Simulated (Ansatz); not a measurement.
# BClFH4NSn: up Jacob's ladder to CCSD(T)

One table from this session's results is given with a row withheld; the runs are named, their logs left out.

Program: Ansatz 0.2.0, Gaussian basis. Level of theory: functionals in def2-TZVPP, the program's frozen cores in correlated methods. These are calculated values, not measurements.

The runs, in order: LDA (SPW92), PBE-D4, revPBE-D4, BLYP-D4, r2SCAN-D4, B97M-V, PBE0-D4, B3LYP-D4, r2SCANh-D4, r2SCAN0-D4, HSE06-D4, BHLYP-D4, CAM-B3LYP-D4, LC-ωPBE, ωB97X-V, ωB97M-V, B2PLYP, PBE-QIDH; CCSD(T)/def2-SVP; CCSD(T)/def2-TZVPP; MP2/def2-QZVPP; extrapolation to the limit; RPA on PBE.

### The geometry

The geometry comes from an earlier relaxation with PBE0-D4 in a triple-zeta def2 set; it is a stationary point, not always the lowest conformer. Sn takes the def2 core potential; no spin-orbit term is included.

SMILES `N[BH][SnH]([F])[Cl]`, 9 atoms, charge 0, spin multiplicity 1.

Atoms are counted from 1 here; the program's logs count them from 0.

Bond lengths: N1–B2 1.375 Å, N1–H6 1.008 Å, N1–H7 1.010 Å, B2–Sn3 2.245 Å, B2–H8 1.191 Å, Sn3–F4 1.946 Å, Sn3–Cl5 2.333 Å, Sn3–H9 1.702 Å. Angles: B2–N1–H6 123.2°, B2–N1–H7 122.6°, H6–N1–H7 114.2°, N1–B2–Sn3 111.7°, N1–B2–H8 122.6°, Sn3–B2–H8 125.7°, B2–Sn3–F4 97.5°, B2–Sn3–Cl5 112.0°, B2–Sn3–H9 131.2°, F4–Sn3–Cl5 103.7°, F4–Sn3–H9 103.9°, Cl5–Sn3–H9 104.8°.

Set-up of the first run:

Contents of in.yaml:

```yaml
crystal:
  periodic: [false, false, false]
  atoms:
    - {symbol: N, position_ang: [0.814794, -0.833551, -1.187629]}
    - {symbol: B, position_ang: [0.691307, -0.835875, 0.181413]}
    - {symbol: Sn, position_ang: [-0.860534, 0.629649, 0.875947]}
    - {symbol: F, position_ang: [-1.415690, 1.260494, -0.878787]}
    - {symbol: Cl, position_ang: [0.095254, 2.514577, 1.864057]}
    - {symbol: H, position_ang: [1.477804, -1.409782, -1.682878]}
    - {symbol: H, position_ang: [0.257171, -0.238401, -1.784223]}
    - {symbol: H, position_ang: [1.354251, -1.532254, 0.884376]}
    - {symbol: H, position_ang: [-2.325857, 0.398641, 1.710623]}
basis:
  gaussian: {orbitals: def2-TZVPP}
hamiltonian: {xc: lda}
output: {orbitals: {seedname: orbitals}}
```

Steps of the session up to this table: LDA; PBE-D4 (GGA); revPBE-D4 (GGA); BLYP-D4 (GGA); r2SCAN-D4 (meta-GGA); B97M-V (meta-GGA); PBE0-D4 (hybrid); B3LYP-D4 (hybrid); r2SCANh-D4 (hybrid); r2SCAN0-D4 (hybrid); HSE06-D4 (hybrid); BHLYP-D4 (hybrid); CAM-B3LYP-D4 (range-separated); LC-ωPBE (range-separated); ωB97X-V (range-separated); ωB97M-V (range-separated); B2PLYP (double hybrid); PBE-QIDH (double hybrid).

One table of the session follows, with a row left open; its other results are not shown here.

It belongs to the step «Frontier levels by functional». 

```
  functional  HOMO (eV)  LUMO (eV)  gap (eV)
 LDA (SPW92)      -6.96      -2.62      4.34
      PBE-D4      -6.84      -2.36      4.47
   revPBE-D4      -6.79      -2.26      4.53
     BLYP-D4      -6.71      -2.22      4.49
   r2SCAN-D4      -7.14      -2.15      4.99
      B97M-V      -7.22      -2.15      5.07
     PBE0-D4      -8.09      -1.50      6.59
    B3LYP-D4      -7.88      -1.70      6.18
  r2SCANh-D4      -7.60      -1.84      5.76
  r2SCAN0-D4      -8.29      -1.39      6.90
    HSE06-D4      -7.70      -1.88      5.82
    BHLYP-D4      -9.24      -0.58      8.65
CAM-B3LYP-D4      -9.41      -0.45      8.96
     LC-ωPBE          ?          ?         ?
     ωB97X-V     -10.38       0.57     10.96
     ωB97M-V     -10.20       0.37     10.57
```

Q: Estimate the row for LC-ωPBE from the others.

The run gave: HOMO (eV): -10.72; LUMO (eV): 0.68; gap (eV): 11.40. In the column «HOMO (eV)» it is the lowest.
